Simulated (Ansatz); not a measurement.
Ga3Se:

```
Se Ga
1.0
     4.43246    0.00000    0.00000
     0.00000    4.43246    0.00000
     0.00000    0.00000    4.43246
Se Ga
1 3
Direct
  0.00000 0.00000 0.00000
  0.50000 0.50000 0.00000
  0.50000 0.00000 0.50000
  0.00000 0.50000 0.50000
```

The cell comes from a database or a generator and needn't be the stable form of this composition.

| Property | Result |
| --- | --- |
| Program | Ansatz 0.2.0 |
| Task | relaxation of cell and atoms |
| Functional | PBEsol |
| Dispersion | D4 |
| Potentials or basis | Ansatz PAW |
| Cutoff | 420 eV (not typed: the program's choice for these potentials) |
| k mesh | 6 × 6 × 6 |
| Occupations | fermi-dirac, width 0.05 eV |
| Spin | no spin polarisation |

At the start: volume 21.77 Å³/atom.

Question: Where does the relaxation end?

Answer: It ends after 5 steps and the volume is 19.18 Å³/atom (-11.9 %); space group Pm-3m (No. 221, to 0.05 Å).

The path:
```
step  energy change (eV)  largest force (eV/Å)  volume (Å³)
   1              0.0000                0.0000        87.08
   2             -0.1975                0.0000        76.44
   3             -0.1976                0.0000        76.79
   4             -0.1976                0.0000        76.72
   5             -0.1956                0.0000        76.72
```

Final structure:
```
CELL_PARAMETERS angstrom
4.24909 0.00000 0.00000
0.00000 4.24909 0.00000
0.00000 0.00000 4.24909
ATOMIC_POSITIONS crystal
Se 0.00000 0.00000 0.00000
Ga 0.50000 0.50000 0.00000
Ga 0.50000 0.00000 0.50000
Ga 0.00000 0.50000 0.50000
```

Caveat: the plane-wave basis is chosen anew once the cell has moved, so the energies of steps on either side of that aren't comparable; pairwise dispersion overbinds metals, which lowers pressure and volume; the PAW data sets come from PBE, with cores solved anew for the run's functional, which leaves a small shift of forces and pressure.
